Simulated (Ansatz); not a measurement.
**Alloy of GaAs and InAs (8 of 32 Ga sites exchanged), 64 atoms**

Aim: relax the alloy cell and compare the gap by PBEsol and HSE06.

Program: Ansatz 0.2.0, PAW, plane waves. These are calculated values, not measurements.

### Step 1. The system as built

64 atoms (8 In, 24 Ga, 32 As); a = 11.534 Å, b = 11.534 Å, c = 11.534 Å, α = 90.00°, β = 90.00°, γ = 90.00°. All atoms were shaken off their sites by about 0.02 Å along each axis.

The runs, in order: (2) PBEsol cell relaxation at the single k point (¼, ¼, ¼), on 1 × NVIDIA GB200 with 8 threads of Arm Neoverse-V2; (3) HSE06 single point at the Γ point alone, on 1 × NVIDIA GB200 with 8 threads of Arm Neoverse-V2.

### Step 2. Relaxing cell and atoms with PBEsol

in.yaml

```yaml
crystal:
  lattice:
    - [11.533669, 0.000000, 0.000000]
    - [0.000000, 11.533669, 0.000000]
    - [0.000000, 0.000000, 11.533669]
  atoms:
    - { symbol: In, position: [0.999788, 0.997550, 0.001404] }
    - { symbol: In, position: [0.001128, 0.499912, 0.998422] }
    - { symbol: In, position: [0.497309, 0.499529, 0.000525] }
    - { symbol: In, position: [0.501058, 0.500174, 0.497194] }
    - { symbol: In, position: [0.753365, 0.250162, 0.999980] }
    - { symbol: In, position: [0.252116, 0.501284, 0.749151] }
    - { symbol: In, position: [0.752663, 0.000954, 0.250153] }
    - { symbol: In, position: [0.502424, 0.252023, 0.249987] }
    - { symbol: Ga, position: [0.998959, 0.001044, 0.500675] }
    - { symbol: Ga, position: [0.001875, 0.499772, 0.501560] }
    - { symbol: Ga, position: [0.498569, 0.996746, 0.000172] }
    - { symbol: Ga, position: [0.502345, 0.003164, 0.499492] }
    - { symbol: Ga, position: [0.251957, 0.247332, 0.997958] }
    - { symbol: Ga, position: [0.250694, 0.249164, 0.499016] }
    - { symbol: Ga, position: [0.245346, 0.749712, 0.000894] }
    - { symbol: Ga, position: [0.250585, 0.751917, 0.502560] }
    - { symbol: Ga, position: [0.748798, 0.251152, 0.499410] }
    - { symbol: Ga, position: [0.748614, 0.746720, 0.002542] }
    - { symbol: Ga, position: [0.753415, 0.749718, 0.498481] }
    - { symbol: Ga, position: [0.251122, 0.001547, 0.248786] }
    - { symbol: Ga, position: [0.253755, 0.997510, 0.750604] }
    - { symbol: Ga, position: [0.250402, 0.499435, 0.249722] }
    - { symbol: Ga, position: [0.749546, 0.998554, 0.746692] }
    - { symbol: Ga, position: [0.750598, 0.498358, 0.249235] }
    - { symbol: Ga, position: [0.747348, 0.499148, 0.751290] }
    - { symbol: Ga, position: [0.998036, 0.248125, 0.250345] }
    - { symbol: Ga, position: [0.999474, 0.251189, 0.748781] }
    - { symbol: Ga, position: [0.998341, 0.751349, 0.251838] }
    - { symbol: Ga, position: [0.000699, 0.750113, 0.750428] }
    - { symbol: Ga, position: [0.497785, 0.250559, 0.748453] }
    - { symbol: Ga, position: [0.499358, 0.749449, 0.248999] }
    - { symbol: Ga, position: [0.499116, 0.750957, 0.749591] }
    - { symbol: As, position: [0.122347, 0.125565, 0.119039] }
    - { symbol: As, position: [0.126023, 0.121224, 0.623493] }
    - { symbol: As, position: [0.125839, 0.626504, 0.122787] }
    - { symbol: As, position: [0.124888, 0.623457, 0.625494] }
    - { symbol: As, position: [0.624872, 0.126918, 0.119601] }
    - { symbol: As, position: [0.626084, 0.127310, 0.628492] }
    - { symbol: As, position: [0.623557, 0.623986, 0.125786] }
    - { symbol: As, position: [0.626420, 0.626094, 0.627953] }
    - { symbol: As, position: [0.374943, 0.376903, 0.124457] }
    - { symbol: As, position: [0.377756, 0.375571, 0.623432] }
    - { symbol: As, position: [0.373027, 0.875377, 0.123929] }
    - { symbol: As, position: [0.376810, 0.875087, 0.624586] }
    - { symbol: As, position: [0.874192, 0.375381, 0.126225] }
    - { symbol: As, position: [0.872242, 0.374986, 0.626078] }
    - { symbol: As, position: [0.874225, 0.874690, 0.125207] }
    - { symbol: As, position: [0.873570, 0.873662, 0.624388] }
    - { symbol: As, position: [0.375354, 0.125269, 0.373929] }
    - { symbol: As, position: [0.374332, 0.121399, 0.873223] }
    - { symbol: As, position: [0.373333, 0.625020, 0.377558] }
    - { symbol: As, position: [0.374443, 0.620950, 0.874826] }
    - { symbol: As, position: [0.875118, 0.120701, 0.376058] }
    - { symbol: As, position: [0.876441, 0.124414, 0.875336] }
    - { symbol: As, position: [0.876361, 0.626035, 0.375404] }
    - { symbol: As, position: [0.871426, 0.624341, 0.875887] }
    - { symbol: As, position: [0.124565, 0.377847, 0.372069] }
    - { symbol: As, position: [0.122508, 0.371209, 0.873407] }
    - { symbol: As, position: [0.125860, 0.875222, 0.374399] }
    - { symbol: As, position: [0.122712, 0.873676, 0.874313] }
    - { symbol: As, position: [0.624416, 0.374156, 0.374182] }
    - { symbol: As, position: [0.622270, 0.375237, 0.871990] }
    - { symbol: As, position: [0.624712, 0.874544, 0.377210] }
    - { symbol: As, position: [0.625645, 0.873126, 0.873867] }
  symmetry: { detect: false }
kpoints:
  mp_grid: { grid: [1, 1, 1], shift: [0.25, 0.25, 0.25] }
hamiltonian:
  xc: pbesol
scf:
  occupations: { method: fermi_dirac, width: 0.01 }
relax:
  f_tol: 0.03
  max_steps: 80
  escape_saddle: false
  adjacent_minimum: "off"
  cell: { fix: [shape] }
output:
  forces: true
  eigenvalues: true
  populations: true
```

Command:

```
> ansatz run in.yaml --threads 8 --pin off --max-ram 118750MiB --runs-dir r --events-out ev --progress --plain --backend cuda --devices 0, --max-vram 170GiB
```

Further steps of the session: HSE06 single point.

Q: Predict the outcome of this session. Wanted: for each run, top filled to lowest empty.

As calculated:

```
             level         time   k points  top filled to lowest empty (eV)
PBEsol, relaxation  5.6 s (GPU)  (¼, ¼, ¼)                             1.12
             HSE06   35 s (GPU)          Γ                             1.07
```

```
     quantity                                                                         value
   relaxation                                              5 recorded steps, 2.65 eV gained
largest shift                                                                 0.20 Å (As52)
 relaxed cell  a = 11.530 Å, b = 11.530 Å, c = 11.530 Å, α = 90.00°, β = 90.00°, γ = 90.00°
   mean bonds                                                    As–Ga 2.463, As–In 2.605 Å
```

**Reading.** The relaxation lowers the energy by 2.65 eV; the largest shift is 0.20 Å (As52), while the volume changes by -0.1 %. The mean lengths of the listed bonds run from As–Ga 2.46 Å to As–In 2.60 Å. Rows on different k points differ by sampling as well as by level. Spin–orbit coupling is left out, which matters for the band edges of the heavier elements here. With one k point the spacing samples only the states that fold onto it, so it can exceed the gap over the zone.
